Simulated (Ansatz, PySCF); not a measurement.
**PbCl2 in two programs**

PbCl2 (singlet), relaxed with PySCF 2.14.0, RKS PBE0, Pb def2-SVP with ECP60, Cl def2-SVP; non-relativistic Hamiltonian with scalar-relativistic core potentials where named; density fitting; no spin-orbit coupling:

```xyz
3

Pb    0.0000    0.0000   -0.6289
Cl    1.8962    0.0000    0.9743
Cl   -1.8962    0.0000    0.9743
```

There the HOMO–LUMO gap is 4.93 eV. 

The same geometry by Ansatz 0.2.0 (PBE, PAW, a periodic box with 9 Å of vacuum):

```csv
spin-orbit coupling,gap (eV),largest force component (eV/Å)
without,3.26,0.02
```

(1) What does the run with spin-orbit coupling give?

The spin-orbit runs use fully relativistic datasets of their own, so changes of a few hundredths of an eV needn't come from the coupling.

The two programs differ in functional, so their gaps don't test each other.

Answers

(1) gap (eV): 3.10, largest force component (eV/Å): 0.03. It took 11 s on 2 threads of Arm Neoverse V1 (shared host), peak memory 1.4 GiB.
